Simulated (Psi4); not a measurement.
# One shape, several levels: triplet GaH2O2F

Wanted: a comparison of 5 runs (UHF/STO-3G, UHF/6-31G*, UB3LYP/6-31G*, UHSE06/6-31G*, UMP2/6-31G*) of triplet GaH2O2F. 

The results are computed with Psi4 1.11.

1 further run of the same task is left out (it didn't finish). Runs told in other sessions of the task aren't counted.

## (1) The structure to begin with

GaH2O2F has 6 atoms, charge 0, and is taken as a triplet. SMILES of the parent species: `[OH][Ga]([OH])[F]`. The shape is that of a PBE0-D4/def2-TZVP optimisation. This is one conformer, not always the lowest. That shape belongs to the parent species and isn't relaxed for this state.

Bond lengths: O1–Ga2 1.769 Å, Ga2–O3 1.762 Å, Ga2–F4 1.743 Å, O1–H5 0.960 Å, O3–H6 0.960 Å. Angles: O1–Ga2–O3 123.2°, O1–Ga2–F4 118.9°, O3–Ga2–F4 117.8°, Ga2–O1–H5 113.2°, Ga2–O3–H6 112.9°.

## (2) The energy at UHF/STO-3G (run 1)

input.json

```json
{
 "schema_name": "qcschema_input",
 "schema_version": 1,
 "molecule": {
  "schema_name": "qcschema_molecule",
  "schema_version": 2,
  "symbols": ["O", "Ga", "O", "F", "H", "H"],
  "geometry": [-0.5616266, 2.55301999, -1.08621458, -0.12887932, -0.64704223, -0.22223179, 1.50119843, -1.59171631, 2.52335129, -1.3655161, -3.00239687, -2.16335847, -1.49061597, 2.75711042, -2.63201055, 2.12443011, -0.1897285, 3.49315874],
  "molecular_charge": 0,
  "molecular_multiplicity": 3,
  "fix_symmetry": "c1",
  "fix_com": true,
  "fix_orientation": true
 },
 "driver": "energy",
 "model": {
  "method": "scf",
  "basis": "STO-3G"
 },
 "keywords": {
  "reference": "uhf",
  "puream": true,
  "e_convergence": 1e-09,
  "d_convergence": 1e-08,
  "scf_type": "pk",
  "maxiter": 100,
  "scf_properties": ["QUADRUPOLE", "MAYER_INDICES", "WIBERG_LOWDIN_INDICES"]
 }
}
```

Launch:

```console
$ psi4 --qcschema input.json -n 1 --memory 2200MB
```

stdout:

```text
[...]
  Running in c1 symmetry.
[...]
  Nuclear repulsion =  297.914371546032044
[...]
  Multiplicity = 3
[...]
  Nalpha       = 30
  Nbeta        = 28
[...]
    Number of basis functions: 35
[...]
   @UHF iter   1: -2147.15317310381761   -3.28531e+00   1.89525e-02 ADIIS/DIIS
[...]
   @UHF iter  44: -2147.77265734918456   -1.28694e-10   9.04472e-09 DIIS
[...]
   @S^2 Observed:                2.029760498E+00
[...]
    Orbital Energies [Eh]
    ---------------------
    Alpha Occupied:
       1A   -375.545999     2A    -47.618111     3A    -42.859972
       4A    -42.857605     5A    -42.800921     6A    -25.866367
       7A    -20.237844     8A    -20.226605     9A     -6.455109
      10A     -4.638062    11A     -4.636872    12A     -4.520317
      13A     -1.436214    14A     -1.271404    15A     -1.259532
      16A     -1.117898    17A     -1.037796    18A     -0.989102
      19A     -0.988479    20A     -0.969043    21A     -0.640071
      22A     -0.592022    23A     -0.511844    24A     -0.509248
      25A     -0.460711    26A     -0.445394    27A     -0.419780
      28A     -0.401085    29A     -0.365821    30A     -0.149165
    Alpha Virtual:
[...]
  @UHF Final Energy: -2147.77265734918456
   => Energetics <=
    Nuclear Repulsion Energy =            297.9143715460320436
    One-Electron Energy =               -3590.1329719010082044
    Two-Electron Energy =                1144.4459430057911504
    Total Energy =                      -2147.7726573491845556
  UHF NO Occupations:
  HONO-2 :   28  A 1.9891626
  HONO-1 :   29  A 1.0000000
  HONO-0 :   30  A 1.0000000
  LUNO+0 :   31  A 0.0108374
  LUNO+1 :   32  A 0.0025687
[...]
 Multipole Moments:
 ------------------------------------------------------------------------------------
     Multipole            Electronic (a.u.)      Nuclear  (a.u.)        Total (a.u.)
 ------------------------------------------------------------------------------------
 L = 1.  Multiply by 2.5417464519 to convert [e a0] to [Debye]
 Dipole X            :          8.1076110           -8.1345150           -0.0269041
 Dipole Y            :         37.3267202          -36.8220696            0.5046506
 Dipole Z            :         13.9361055          -14.0011698           -0.0650644
 Magnitude           :                                                    0.5095385
 L = 2.  Multiply by 1.3450342976 to convert [e a0^2] to [Debye ang]
 Quadrupole XX       :        -66.8603748           44.5839228          -22.2764520
 Quadrupole XY       :         -4.5903350            4.3840272           -0.2063078
[...]
```

The result, in JSON:

```text
{
 "driver": "energy",
 "model": {
  "method": "scf",
  "basis": "STO-3G"
 },
 "success": true,
 "return_result": -2147.7726573491846,
 "properties": {
  "calcinfo_nbasis": 35,
  "calcinfo_nmo": 35,
  "calcinfo_nalpha": 30,
  "calcinfo_nbeta": 28,
  "calcinfo_natom": 6,
  "nuclear_repulsion_energy": 297.91437154603204,
  "return_energy": -2147.7726573491846,
  "scf_one_electron_energy": -3590.132971901008,
  "scf_two_electron_energy": 1144.4459430057912,
  "scf_dipole_moment": [-0.026904076129808274, 0.5046506066895518, -0.06506439350487092],
  "scf_total_energy": -2147.7726573491846,
  "scf_iterations": 44
 }
}
```

Wall time 2.8 s (1 thread of Intel Xeon Platinum 8375C at 2.90GHz (Ice Lake), shared host); peak memory 0.2 GiB.

## (3) Energy and gradient at UHF/6-31G(d) (spherical functions) (run 2)

run.py

```python
import psi4

psi4.set_memory(2200000000)
psi4.set_num_threads(1)
psi4.core.set_output_file('run.log', False)

mol = psi4.geometry("""
0 3
O     -0.297200     1.351000    -0.574800
Ga    -0.068200    -0.342400    -0.117600
O      0.794400    -0.842300     1.335300
F     -0.722600    -1.588800    -1.144800
H     -0.788800     1.459000    -1.392800
H      1.124200    -0.100400     1.848500
symmetry c1
""")

psi4.set_options({
    'basis': '6-31G*',
    'reference': 'uhf',
    'puream': True,
    'e_convergence': 1e-09,
    'd_convergence': 1e-08,
    'scf_type': 'pk',
    'maxiter': 100,
})

e, wfn = psi4.gradient("hf", molecule=mol, return_wfn=True)
psi4.oeprop(wfn, "LOWDIN_CHARGES", "WIBERG_LOWDIN_INDICES", "MAYER_INDICES")
print('gradient / Eh bohr^-1')
print(e.np.round(6))
print(f'energy = {wfn.energy():.10f} Eh')
for k, v in sorted(psi4.core.scalar_variables().items()):
    print(f'{k:45s} {v:18.10f}')
```

Launch:

```console
$ python run.py
```

run.log:

```text
[...]
  Running in c1 symmetry.
[...]
  Nuclear repulsion =  297.914371308642558
[...]
  Multiplicity = 3
[...]
  Nalpha       = 30
  Nbeta        = 28
[...]
    Number of basis functions: 78
[...]
   @UHF iter   1: -2171.63945247238189   -3.14195e+00   3.34110e-02 ADIIS/DIIS
[...]
   @UHF iter  26: -2173.11971553318062   -1.81899e-11   9.90527e-09 DIIS
[...]
   @S^2 Observed:                2.110955115E+00
[...]
  @UHF Final Energy: -2173.11971553318062
   => Energetics <=
    Nuclear Repulsion Energy =            297.9143713086425578
    One-Electron Energy =               -3625.2129356097302662
    Two-Electron Energy =                1154.1788487679075388
    Total Energy =                      -2173.1197155331801696
  UHF NO Occupations:
  HONO-2 :   28  A 1.9483932
  HONO-1 :   29  A 1.0000000
  HONO-0 :   30  A 1.0000000
  LUNO+0 :   31  A 0.0516068
  LUNO+1 :   32  A 0.0023021
[...]
 Multipole Moments:
 ------------------------------------------------------------------------------------
     Multipole            Electronic (a.u.)      Nuclear  (a.u.)        Total (a.u.)
 ------------------------------------------------------------------------------------
 L = 1.  Multiply by 2.5417464519 to convert [e a0] to [Debye]
 Dipole X            :         -0.7148916            0.9789232            0.2640316
 Dipole Y            :         -1.7959774            2.9808926            1.1849152
 Dipole Z            :         -1.1129829            1.4885783            0.3755954
 Magnitude           :                                                    1.2707513
[...]
  -Total Gradient:
     Atom            X                  Y                   Z
    ------   -----------------  -----------------  -----------------
       1        0.006615500809    -0.063295281412     0.014006239978
       2        0.020956778975     0.043582896700     0.032086314187
       3       -0.032631468066     0.022352451837    -0.054822383027
       4        0.003425260559     0.005412627201     0.005611159950
       5        0.004346305717    -0.005116139675     0.007515917693
       6       -0.002712377995    -0.002936554649    -0.004397248777
[...]
```

Standard output:

```text
gradient / Eh bohr^-1
[[ 0.006616 -0.063295  0.014006]
 [ 0.020957  0.043583  0.032086]
 [-0.032631  0.022352 -0.054822]
 [ 0.003425  0.005413  0.005611]
 [ 0.004346 -0.005116  0.007516]
 [-0.002712 -0.002937 -0.004397]]
energy = -2173.1197155332 Eh
CURRENT ENERGY                                  -2173.1197155332
CURRENT REFERENCE ENERGY                        -2173.1197155332
DD SOLVATION ENERGY                                 0.0000000000
HF KINETIC ENERGY                                2172.9673918200
HF POTENTIAL ENERGY                             -4346.0871073531
HF TOTAL ENERGY                                 -2173.1197155332
HF VIRIAL RATIO                                     2.0000700994
NUCLEAR REPULSION ENERGY                          297.9143713086
ONE-ELECTRON ENERGY                             -3625.2129356097
PCM POLARIZATION ENERGY                             0.0000000000
PE ENERGY                                           0.0000000000
SCF ITERATION ENERGY                            -2173.1197155332
SCF ITERATIONS                                     26.0000000000
SCF TOTAL ENERGY                                -2173.1197155332
TWO-ELECTRON ENERGY                              1154.1788487679
```

It took 8.4 s on 1 thread of Intel Xeon Platinum 8375C at 2.90GHz (Ice Lake), shared host; peak memory 0.27 GiB.

## (4) Energy and forces at UB3LYP/6-31G(d) (spherical functions) (run 3)

input.json: that of step 2 with these lines changed.

```diff
@@ -14,9 +14,9 @@
  },
- "driver": "energy",
+ "driver": "gradient",
  "model": {
-  "method": "scf",
-  "basis": "STO-3G"
+  "method": "b3lyp",
+  "basis": "6-31G*"
  },
  "keywords": {
-  "reference": "uhf",
+  "reference": "uks",
   "puream": true,
@@ -25,4 +25,6 @@
   "scf_type": "pk",
+  "dft_radial_points": 99,
+  "dft_spherical_points": 590,
   "maxiter": 100,
-  "scf_properties": ["QUADRUPOLE", "MAYER_INDICES", "WIBERG_LOWDIN_INDICES"]
+  "scf_properties": ["WIBERG_LOWDIN_INDICES", "MULLIKEN_CHARGES", "DIPOLE"]
  }
```

Launch:

```console
$ psi4 --qcschema input.json -n 1 --memory 2200MB
```

stdout:

```text
[...]
  Running in c1 symmetry.
[...]
  Nuclear repulsion =  297.914371546032044
[...]
  Multiplicity = 3
[...]
  Nalpha       = 30
  Nbeta        = 28
[...]
    Number of basis functions: 78
[...]
   @UKS iter   1: -2174.07321760724244   -1.55019e+00   3.84474e-02 DIIS/ADIIS
[...]
   @UKS iter  19: -2175.98111820663871    4.54747e-13   3.28953e-09 DIIS
[...]
   @S^2 Observed:                2.013430636E+00
[...]
  @UKS Final Energy: -2175.98111820663871
   => Energetics <=
    Nuclear Repulsion Energy =            297.9143715460320436
    One-Electron Energy =               -3624.7110672639337281
    Two-Electron Energy =                1234.2082850317581233
    DFT Exchange-Correlation Energy =     -83.3927075204952644
    Empirical Dispersion Energy =           0.0000000000000000
    VV10 Nonlocal Energy =                  0.0000000000000000
    Total Energy =                      -2175.9811182066382571
  UHF NO Occupations:
  HONO-2 :   28  A 1.9943551
  HONO-1 :   29  A 1.0000000
[...]
 Multipole Moments:
 ------------------------------------------------------------------------------------
     Multipole            Electronic (a.u.)      Nuclear  (a.u.)        Total (a.u.)
 ------------------------------------------------------------------------------------
 L = 1.  Multiply by 2.5417464519 to convert [e a0] to [Debye]
 Dipole X            :          8.3862298           -8.1345150            0.2517148
 Dipole Y            :         37.9191324          -36.8220696            1.0970628
 Dipole Z            :         14.3695277          -14.0011698            0.3683578
 Magnitude           :                                                    1.1843119
[...]
  -Total Gradient:
     Atom            X                  Y                   Z
    ------   -----------------  -----------------  -----------------
       1       -0.004778928715    -0.071031628225    -0.004633605439
       2        0.020453646431     0.036342514881     0.032294489101
       3       -0.029791294448     0.043922253057    -0.051409836249
       4        0.008769568625     0.016586255861     0.013759213443
       5        0.015301727017    -0.004480985372     0.025518618223
       6       -0.009938016673    -0.021359696539    -0.015500176696
[...]
```

The result, in JSON:

```text
{
 "driver": "gradient",
 "model": {
  "method": "b3lyp",
  "basis": "6-31G*"
 },
 "success": true,
 "return_result": [-0.004778928714710057, -0.07103162822484821, -0.004633605439210181, 0.02045364643132931, 0.036342514881226654, 0.03229448910136126, -0.029791294448112005, 0.04392225305662684, -0.05140983624914634, 0.008769568624732285, 0.01658625586122757, 0.013759213442814985, 0.015301727017161162, -0.004480985372270912, 0.025518618222779954, -0.00993801667257875, -0.021359696539334228, -0.01550017669583885],
 "properties": {
  "calcinfo_nbasis": 78,
  "calcinfo_nmo": 78,
  "calcinfo_nalpha": 30,
  "calcinfo_nbeta": 28,
  "calcinfo_natom": 6,
  "nuclear_repulsion_energy": 297.91437154603204,
  "return_energy": -2175.9811182066387,
  "return_gradient": [-0.004778928714710057, -0.07103162822484821, -0.004633605439210181, 0.02045364643132931, 0.036342514881226654, 0.03229448910136126, -0.029791294448112005, 0.04392225305662684, -0.05140983624914634, 0.008769568624732285, 0.01658625586122757, 0.013759213442814985, 0.015301727017161162, -0.004480985372270912, 0.025518618222779954, -0.00993801667257875, -0.021359696539334228, -0.01550017669583885],
  "scf_one_electron_energy": -3624.7110672639337,
  "scf_two_electron_energy": 1234.2082850317581,
  "scf_xc_energy": -83.39270752049526,
  "scf_dipole_moment": [0.2517147861748903, 1.0970628126656123, 0.36835781986971305],
  "scf_total_energy": -2175.9811182066387,
  "scf_total_gradient": [-0.004778928714710057, -0.07103162822484821, -0.004633605439210181, 0.02045364643132931, 0.036342514881226654, 0.03229448910136126, -0.029791294448112005, 0.04392225305662684, -0.05140983624914634, 0.008769568624732285, 0.01658625586122757, 0.013759213442814985, 0.015301727017161162, -0.004480985372270912, 0.025518618222779954, -0.00993801667257875, -0.021359696539334228, -0.01550017669583885],
  "scf_iterations": 19
 }
}
```

Run time: 36 s. Hardware: 1 thread of Intel Xeon Platinum 8375C at 2.90GHz (Ice Lake), shared host; peak memory 0.87 GiB.

Run 4 isn't shown in full; the table further down has it.

## (5) The energy at UMP2/6-31G(d) (spherical functions) (run 5)

calc.py

```python
import psi4

psi4.set_memory(2200000000)
psi4.set_num_threads(1)
psi4.set_output_file('output.dat', False)

geom = psi4.geometry("""
0 3
O
Ga 1 1.76892
O 2 1.762072 1 123.2351
F 2 1.742668 3 117.83571 1 -179.98927
H 1 0.960447 2 113.20602 4 0.05324
H 3 0.960499 2 112.92419 4 -179.9743
symmetry c1
no_reorient
no_com
""")

options = {'reference': 'uhf', 'puream': True, 'e_convergence': 1e-09, 'd_convergence': 1e-08, 'scf_type': 'pk', 'num_frozen_docc': 12, 'mp2_type': 'conv', 'maxiter': 100}
psi4.set_options(options)

result, w = psi4.energy('mp2/6-31G*', molecule=geom, return_wfn=True)
print(f'mp2/6-31G* energy: {result:.10f} Eh')
for k, v in sorted(psi4.core.scalar_variables().items()):
    print(f'{k:45s} {v:18.10f}')
```

Launch:

```console
$ python calc.py
```

output.dat:

```text
[...]
  Running in c1 symmetry.
[...]
  Nuclear repulsion =  297.914345323238706
[...]
  Multiplicity = 3
[...]
  Nalpha       = 30
  Nbeta        = 28
[...]
    Number of basis functions: 78
[...]
   @UHF iter   1: -2171.63945154524299   -3.14194e+00   3.34110e-02 ADIIS/DIIS
[...]
   @UHF iter  26: -2173.11971561418795   -1.77351e-11   9.85581e-09 DIIS
[...]
   @S^2 Observed:                2.110955166E+00
[...]
    Orbital Energies [Eh]
    ---------------------
    Alpha Occupied:
       1A   -378.858576     2A    -48.235145     3A    -42.565709
       4A    -42.564034     5A    -42.562753     6A    -26.218807
       7A    -20.697245     8A    -20.693593     9A     -6.456352
      10A     -4.549203    11A     -4.547634    12A     -4.543729
      13A     -1.504599    14A     -1.476593    15A     -1.470875
      16A     -1.239527    17A     -1.238338    18A     -1.234961
      19A     -1.233942    20A     -1.229447    21A     -0.789893
      22A     -0.769786    23A     -0.689931    24A     -0.680131
      25A     -0.675873    26A     -0.654626    27A     -0.610311
      28A     -0.571818    29A     -0.570438    30A     -0.185984
    Alpha Virtual:
[...]
  @UHF Final Energy: -2173.11971561418795
   => Energetics <=
    Nuclear Repulsion Energy =            297.9143453232387060
    One-Electron Energy =               -3625.2128861059391056
    Two-Electron Energy =                1154.1788251685122759
    Total Energy =                      -2173.1197156141879532
  UHF NO Occupations:
  HONO-2 :   28  A 1.9483932
  HONO-1 :   29  A 1.0000000
  HONO-0 :   30  A 1.0000000
  LUNO+0 :   31  A 0.0516068
  LUNO+1 :   32  A 0.0023021
[...]
 Multipole Moments:
 ------------------------------------------------------------------------------------
     Multipole            Electronic (a.u.)      Nuclear  (a.u.)        Total (a.u.)
 ------------------------------------------------------------------------------------
 L = 1.  Multiply by 2.5417464519 to convert [e a0] to [Debye]
 Dipole X            :         -0.0052244            0.0011783           -0.0040460
 Dipole Y            :          1.7838578           -2.5640136           -0.7801558
 Dipole Z            :          1.3390908           -2.3421604           -1.0030695
 Magnitude           :                                                    1.2707509
[...]
	SCS-MP2 Total Energy (a.u.)        : -2173.85259813597850
	SOS-MP2 Total Energy (a.u.)        : -2173.77353475619520
	SCSN-MP2 Total Energy (a.u.)       : -2173.53717025944252
[...]
	SOS-PI-MP2 Total Energy (a.u.)     : -2173.88250461319603
[...]
	MP2 Total Energy (a.u.)            : -2173.90175503854289
[...]
```

Standard output:

```text
mp2/6-31G* energy: -2173.9017550385 Eh
CURRENT CORRELATION ENERGY                         -0.7820394244
CURRENT ENERGY                                  -2173.9017550385
CURRENT REFERENCE ENERGY                        -2173.1197156142
DD SOLVATION ENERGY                                 0.0000000000
HF KINETIC ENERGY                                2172.9673907797
HF POTENTIAL ENERGY                             -4346.0871063939
HF TOTAL ENERGY                                 -2173.1197156142
HF VIRIAL RATIO                                     2.0000700999
MP2 CORRELATION ENERGY                             -0.7820394244
MP2 DOUBLES ENERGY                                 -0.7820394244
MP2 OPPOSITE-SPIN CORRELATION ENERGY               -0.5448492850
MP2 SAME-SPIN CORRELATION ENERGY                   -0.2371901393
MP2 SINGLES ENERGY                                  0.0000000000
MP2 TOTAL ENERGY                                -2173.9017550385
NUCLEAR REPULSION ENERGY                          297.9143453232
ONE-ELECTRON ENERGY                             -3625.2128861059
PCM POLARIZATION ENERGY                             0.0000000000
PE ENERGY                                           0.0000000000
SCF ITERATION ENERGY                            -2173.1197156142
SCF ITERATIONS                                     26.0000000000
SCF TOTAL ENERGY                                -2173.1197156142
SCS(N)-MP2 CORRELATION ENERGY                      -0.4174546453
SCS(N)-MP2 TOTAL ENERGY                         -2173.5371702594
SCS-MP2 CORRELATION ENERGY                         -0.7328825218
SCS-MP2 TOTAL ENERGY                            -2173.8525981360
SCS-MP2-VDW CORRELATION ENERGY                     -0.8160021545
SCS-MP2-VDW TOTAL ENERGY                        -2173.9357177687
SOS-MP2 CORRELATION ENERGY                         -0.6538191420
SOS-MP2 TOTAL ENERGY                            -2173.7735347562
SOS-PI-MP2 CORRELATION ENERGY                      -0.7627889990
SOS-PI-MP2 TOTAL ENERGY                         -2173.8825046132
TWO-ELECTRON ENERGY                              1154.1788251685
```

Run time: 7.2 s. Hardware: 1 thread of Intel Xeon Platinum 8375C at 2.90GHz (Ice Lake), shared host; peak memory 0.35 GiB.

## (6) All runs side by side

```tsv
run	level	task	integration grid	energy (Eh)	dipole moment (D)	HOMO energy (eV)	LUMO energy (eV)	wall time
1	UHF/STO-3G	energy	–	-2147.772657	1.30	-4.06	5.70	2.8 s
2	UHF/6-31G* (spherical functions)	gradient	–	-2173.119716	3.23	-5.06	-3.33	8.4 s
3	UB3LYP/6-31G* (spherical functions)	gradient	99 radial × 590 angular	-2175.981118	3.01	-3.56	–	36 s
4	UHSE06/6-31G* (spherical functions)	energy	99 radial × 590 angular	-2175.443780	3.03	-3.31	–	56 s
5	UMP2/6-31G* (spherical functions)	energy	–	-2173.901755	–	-5.06	-3.33	7.2 s
```

## (7) Results

```
                                                         quantity           value
                                              run 5: total energy  -2173.90176 Eh
run 5: HOMO energy (Hartree–Fock orbitals) (highest over α and β)        -5.06 eV
 run 5: LUMO energy (Hartree–Fock orbitals) (lowest over α and β)        -3.33 eV
              run 5: correlation energy (12 core orbitals frozen)      -782.0 mEh
                         run 5: ⟨S²⟩ of the reference determinant           2.111
```

In words: Over runs 1, 2, 3, 4 the dipole moment (its size) runs from 1.30 D (UHF/STO-3G) to 3.23 D (UHF/6-31G*). Totals of different functionals can't be ranked against each other. In run 1 the basis is minimal, so the values are rough. Spin contamination of the reference: run 2 ⟨S²⟩ = 2.11, run 5 ⟨S²⟩ = 2.11. All runs together took 1.8 min, the longest 56 s.
